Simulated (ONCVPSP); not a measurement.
# Pseudopotential generation for zinc: ONCV, PBE

Aim: build the potential from the settings below, then test how well it stands in for the atom: other configurations, scattering, ghost states and the plane-wave cutoff that it needs.

The numbers are computed with ONCVPSP 4.0.1 (PBE, scalar-relativistic, spin-unpolarised reference atom).

2 further runs of the same task are left out: 2 that didn't finish.

### Step 1. The atom and the settings

The settings as typed:

```json
{
  "element": "zinc (Zn, Z = 30)",
  "type": "optimised norm-conserving Vanderbilt (ONCV)",
  "frozen core": "[Ne]",
  "valence charge": "20",
  "reference configuration": "3s2 3p6 3d10 4s1.5 (charge +0.5)",
  "partial waves": "3s+4s: rc 1.00 bohr, ncon 4, nbas 8, qcut 14 1/bohr, 2 projectors; 3p: rc 0.70 bohr, ncon 3, nbas 6, qcut 9.6 1/bohr, 2 projectors, debl 2 Ha; 3d: rc 0.70 bohr, ncon 4, nbas 8, qcut 19.6 1/bohr, 2 projectors, debl 3.1 Ha",
  "local potential": "polynomial inside 0.60 bohr (lpopt 5, dvloc0 -1 Ha)",
  "core correction": "not asked for"
}
```

The nodes and maxima of the atom's own shells, from an earlier all-electron run, set the scale for the radii.

All-electron outer shells of the reference configuration (PBE, scalar-relativistic, ld1.x):

```csv
shell,level (eV),outermost node (bohr),outermost maximum (bohr)
2p,-1008.58,–,0.15
3s,-133.85,0.28,0.59
3p,-88.02,0.25,0.59
3d,-14.74,–,0.57
4s,-9.84,0.85,2.04
4p,-4.24,0.92,2.75
```

### Step 2. Generating the potential

Zn.dat reads:

```
# ATOM AND REFERENCE CONFIGURATION
# atsym  z   nc   nv     iexc    psfile
  Zn 30.00    3    4        4      upf
#
#   n    l    f
    1    0    2.00
    2    0    2.00
    2    1    6.00
    3    0    2.00
    3    1    6.00
    3    2   10.00
    4    0    1.50
#
# PSEUDOPOTENTIAL AND OPTIMIZATION
# lmax
    2
#
#   l,   rc,      ep,       ncon, nbas, qcut
    0    1.00    0.00    4    8   14.00
    1    0.70    0.00    3    6    9.60
    2    0.70    0.00    4    8   19.60
#
# LOCAL POTENTIAL
# lloc, lpopt,  rc(5),   dvloc0
    4    5    0.60   -1.00
#
# VANDERBILT-KLEINMAN-BYLANDER PROJECTORs
# l, nproj, debl
    0    2    3.40
    1    2    2.00
    2    2    3.10
#
# MODEL CORE CHARGE
# icmod, fcfact, rcfact
    0    0.00    0.00
#
# LOG DERIVATIVE ANALYSIS
# epsh1, epsh2, depsh
   -6.00    5.00    0.04
#
# OUTPUT GRID
# rlmax, drl
    6.00    0.01
#
# TEST CONFIGURATIONS
# ncnf
    4
# nvcnf
#   n    l    f
    4
    3    0    2.00
    3    1    6.00
    3    2   10.00
    4    0    2.00
#
    4
    3    0    2.00
    3    1    6.00
    3    2   10.00
    4    0    1.00
#
    4
    3    0    2.00
    3    1    6.00
    3    2   10.00
    4    0    0.00
#
    5
    3    0    2.00
    3    1    6.00
    3    2   10.00
    4    0    1.00
    4    1    1.00
#
```

Command:

```bash
$ oncvpsp.x < Zn.dat > Zn.out
```

**Question.** What will these runs give? Wanted: cutoffs for 1 and 0.1 mHa per electron, occupied waves; bound ghosts; GHOST(+) flags; largest test error; largest phase difference near zero energy, channels read; projector energies reset by the program.

**Answer**, as computed:

```
                                                quantity                           value
  cutoffs for 1 and 0.1 mHa per electron, occupied waves               162 Ha and 226 Ha
                                            bound ghosts                      none found
                                          GHOST(+) flags                     s at 635 eV
                            largest test error (AE − PS)  -0.8 meV, for 3s2 3p6 3d10 4s0
largest phase difference near zero energy, channels read                       0.000 rad
                 projector energies reset by the program             p: -3.235, 0.250 Ha
```

By total energies transferability is very good: the largest error is 0.8 meV on 24.4 eV, for 3s2 3p6 3d10 4s0. The potential is very hard: the looser tolerance needs 162 Ha. At the looser tolerance the 3d wave is the slowest; 3s needs 65 Ha. The program's ghost test flags no bound state. Near zero energy the phases of the channels with partial waves agree within 0.001 rad. The program also flags highly localised states, GHOST(+) (s). These are tests on the free atom; a crystal test is still owed.
